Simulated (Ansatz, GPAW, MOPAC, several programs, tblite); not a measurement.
# RuF2 (a single layer) from cheap methods to r2SCAN

How much accuracy does each second buy? RuF2 as a single layer in vacuum is computed with 9 methods, from the cheapest up to r2SCAN.

Method: no spin polarisation, static lattice; gaps from single points on the cell relaxed beforehand with r²SCAN, in MOPAC, tblite, GPAW, Ansatz (versions at each run).

**1. The starting structure**

Symmetry: P-3m1, No. 164, trigonal system. Conventional cell: a = 3.227 Å, b = 3.227 Å, c = 28.418 Å, α = 90.00°, β = 90.00°, γ = 120.00°. Ru (site symmetry -3m) has 6 F at 2.11 Å as nearest neighbours. F (site symmetry 3m) has 3 Ru at 2.11 Å as nearest neighbours.

Structure file:

```
Ru F
1.0
     3.22710    0.00000    0.00000
    -1.61355    2.79475    0.00000
     0.00000    0.00000   28.41758
Ru F
1 2
Direct
  0.00000 0.00000 0.31671
  0.33333 0.66667 0.35164
  0.66667 0.33333 0.28177
```

The cell holds a single layer (1T monolayer) with vacuum along c; the form is built, and need not be the compound's stable one.

**Question.** The methods are PM6, PM7, GFN1-xTB (tblite), GFN2-xTB (tblite), PBE/single-zeta, coarse PBE, GLLB-SC, PBE, r2SCAN. What gap does r2SCAN give on this cell, and which other methods (full PBE left aside) come nearest to r2SCAN and farthest in gap?

| quantity | value |
| --- | --- |
| r2SCAN | gap 1.51 eV |
| gap: nearest and farthest of the other methods | GFN1-xTB (tblite) (-0.39 eV), PM7 (+2.04 eV) |

In words: For the gap, of the 6 methods compared (full PBE left aside), GFN1-xTB (tblite) comes nearest to r2SCAN and PM7 is farthest. A minimal basis or a coarse cutoff and mesh shifts results by its own error, so closeness to r2SCAN can be chance. Cluster runs see only the k-points that fold onto the zone centre, so their gaps can miss the band edges. GLLB-SC is compared with its derivative discontinuity added. PM6 ended in an unphysical state and is left out of the comparison. CPU times run from 0.65 s (GFN1-xTB (tblite)) to 60 s (GLLB-SC). On this cell GLLB-SC cost more than r2SCAN itself (16 s), so it is no saving here. r2SCAN is a yardstick, not the truth: it usually gives gaps below the measured ones.
